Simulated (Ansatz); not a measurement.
## Nudged elastic band run: Si₈O₁₅

input.yaml

```yaml
crystal:
  lattice:
    - [-4.1564, -4.1564, 0.0]
    - [4.1564, -4.1564, 0.0]
    - [0.0, 0.0, 5.3204]
  atoms:
    - { symbol: Si, position: [0.50071041, 0.50074961, -0.00316534] }
    - { symbol: Si, position: [0.00071046, 0.4988222, 0.24763534] }
    - { symbol: O, position: [0.19567347, 0.50656087, -0.00417576] }
    - { symbol: O, position: [0.00074292, 0.19410423, 0.24762697] }
    - { symbol: O, position: [0.80576688, 0.50652472, -0.00416795] }
    - { symbol: O, position: [0.00070856, 0.8033674, 0.24762731] }
    - { symbol: Si, position: [0.50070969, 0.5007315, 0.49843069] }
    - { symbol: Si, position: [0.00071696, 0.50716151, 0.74763243] }
    - { symbol: O, position: [0.19567377, 0.50655503, 0.49943488] }
    - { symbol: O, position: [0.00073014, 0.20096814, 0.74763463] }
    - { symbol: O, position: [0.80576706, 0.50652331, 0.49943556] }
    - { symbol: Si, position: [0.00071956, -0.005888, -0.01176649] }
    - { symbol: Si, position: [0.50071459, -0.00240462, 0.24763037] }
    - { symbol: O, position: [0.69571311, -0.0024883, -0.00443411] }
    - { symbol: O, position: [0.50073465, 0.69443779, 0.24763799] }
    - { symbol: O, position: [0.30572417, -0.00251209, -0.00444115] }
    - { symbol: O, position: [0.50070815, 0.30464955, 0.24763047] }
    - { symbol: Si, position: [0.00072228, -0.00588978, 0.50702018] }
    - { symbol: Si, position: [0.50072511, -0.00075722, 0.74763233] }
    - { symbol: O, position: [0.69571293, -0.00247523, 0.49969792] }
    - { symbol: O, position: [0.50073533, 0.69467068, 0.74762487] }
    - { symbol: O, position: [0.3057269, -0.00250299, 0.4997044] }
    - { symbol: O, position: [0.50071602, 0.3049715, 0.74763156] }
basis:
  ecutwfc: 420.0
kpoints:
  mp_grid: { grid: [2, 2, 2] }
hamiltonian:
  xc: pbe
  dispersion: d3bj
  pseudopotentials: { kind: paw, azcp: { folder: soft_1 } }
scf:
  occupations: { method: fermi_dirac, width: 0.05 }
  lower_state_search: "off"
  max_iter: 94
neb:
  images: 4
  f_tol: 0.05
  max_iterations: 42
  order_check: false
  climbing: false
  final_atoms:
    - { symbol: Si, position: [0.5, 0.49987278, -0.00077393] }
    - { symbol: Si, position: [0.0, 0.5016886, 0.25] }
    - { symbol: O, position: [0.19498729, 0.49416604, -0.00174097] }
    - { symbol: O, position: [0.0, 0.19723771, 0.25] }
    - { symbol: O, position: [0.80501271, 0.49416604, -0.00174097] }
    - { symbol: O, position: [0.0, 0.80653733, 0.25] }
    - { symbol: Si, position: [0.5, 0.49987278, 0.50077393] }
    - { symbol: Si, position: [0.0, 0.49357704, 0.75] }
    - { symbol: O, position: [0.19498729, 0.49416604, 0.50174097] }
    - { symbol: O, position: [0.0, -0.20055073, 0.75] }
    - { symbol: O, position: [0.80501271, 0.49416604, 0.50174097] }
    - { symbol: Si, position: [0.0, 0.00653674, -0.00946519] }
    - { symbol: Si, position: [0.5, 0.00296171, 0.25] }
    - { symbol: O, position: [0.69496482, 0.00299576, -0.00204203] }
    - { symbol: O, position: [0.5, 0.69596773, 0.25] }
    - { symbol: O, position: [0.30503518, 0.00299576, -0.00204203] }
    - { symbol: O, position: [0.5, 0.30613274, 0.25] }
    - { symbol: Si, position: [0.0, 0.00653674, 0.50946519] }
    - { symbol: Si, position: [0.5, 0.00137596, 0.75] }
    - { symbol: O, position: [0.69496482, 0.00299576, 0.50204203] }
    - { symbol: O, position: [0.5, 0.69560609, 0.75] }
    - { symbol: O, position: [0.30503518, 0.00299576, 0.50204203] }
    - { symbol: O, position: [0.5, 0.30589958, 0.75] }
```

Launched with:

```bash
$ ansatz run input.yaml --threads 1 --pin off --max-ram 3072MiB --backend cpu --events-out ev --progress --plain --runs-dir out
```

Output, in part (warnings, iteration lines):

```
NEB end point (image 0): max|allowed force component| = 1.241e-2 eV/Å (the criterion of neb.relax_end_points is 1.000e-2)
NEB end point (image 5): max|allowed force component| = 1.185e-2 eV/Å (the criterion of neb.relax_end_points is 1.000e-2)
NEB iter   1: max|band force component| = 2.736e1 eV/Å  barrier→ = 10.5688 eV  barrier← = 10.5688 eV  Δτ_max = 0.1136 Å  (56 SCF iters)
NEB iter   2: max|band force component| = 1.136e1 eV/Å  barrier→ = 6.3777 eV  barrier← = 6.3777 eV  Δτ_max = 0.1743 Å  (32 SCF iters)
NEB iter   3: max|band force component| = 2.202e0 eV/Å  barrier→ = 4.9697 eV  barrier← = 4.9697 eV  Δτ_max = 0.0376 Å  (30 SCF iters)
NEB iter   4: max|band force component| = 1.862e-1 eV/Å  barrier→ = 4.8259 eV  barrier← = 4.8259 eV  Δτ_max = 0.0115 Å  (28 SCF iters)
NEB iter   5: max|band force component| = 7.147e-2 eV/Å  barrier→ = 4.8061 eV  barrier← = 4.8061 eV  Δτ_max = 0.0020 Å  (24 SCF iters)
NEB iter   6: max|band force component| = 3.531e-2 eV/Å  barrier→ = 4.8063 eV  barrier← = 4.8063 eV  Δτ_max = 0.0000 Å  (20 SCF iters)
```

The forces met the threshold. Neighbouring images differ by up to 4.1 eV, so the band resolves the path poorly. No image climbed, so the highest image needn't sit at the top of the path. Limits of this set-up: coarse k mesh, no spin, though dangling bonds at a vacancy may carry it, a small cell, in which the defect meets its images.

Final band:

```csv
image,path coordinate (Å),energy (eV)
0,0.00,0.00
1,0.57,0.72
2,1.15,4.81
3,1.72,4.81
4,2.30,0.71
5,2.87,0.00
```

Time of the run: 2.6 min on 1 thread of Arm Neoverse V2, on a shared host, peak memory 0.65 GiB.
